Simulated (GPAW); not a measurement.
Crystal: GaF.

```
Ga F
1.0
     3.16592    0.00000    0.00000
     0.00000    3.16592    0.00000
     0.00000    0.00000    3.16592
Ga F
1 1
Direct
  0.00000 0.00000 0.00000
  0.50000 0.50000 0.50000
```

The cell was built by a generator and needn't be a form met in nature.

| Item | Value |
| --- | --- |
| Program | GPAW 26.7.0 |
| Task | relaxation of cell and atoms |
| Functional | PBEsol |
| Potentials or basis | PAW data sets generated in the run's folder for this functional |
| Cutoff | 800 eV |
| Basis | pw |
| k mesh | 8 × 8 × 8 |
| Occupations | fermi-dirac, width 0.05 eV |
| Spin | no spin polarisation |

At the start: pressure -5.4 GPa; volume 15.87 Å³/atom.

How do energy, volume and symmetry change on relaxing?

Over 5 steps the energy falls by 21.4 meV/atom and the volume is 14.16 Å³/atom (-10.8 %); space group Pm-3m (No. 221, to 0.05 Å).

The path:
```
step  energy change (eV)  largest force (eV/Å)  pressure (GPa)  volume (Å³)
   1              0.0000                0.0000           -5.39        31.73
   2             -0.0093                0.0000           -5.00        31.37
   3             -0.0350                0.0000            1.54        27.67
   4             -0.0432                0.0000           -0.25        28.42
   5             -0.0427                0.0000           -0.01        28.32
```

Final structure:
```
CELL_PARAMETERS angstrom
3.04796 0.00000 0.00000
0.00000 3.04796 0.00000
0.00000 0.00000 3.04796
ATOMIC_POSITIONS crystal
Ga 0.00000 0.00000 0.00000
F 0.50000 0.50000 0.50000
```

Caveat: the data sets keep Ga 3d, Li 1s and Be 1s frozen, and some such compounds lay over 1.5 % in volume off other programs; later steps reuse the first step's grids.
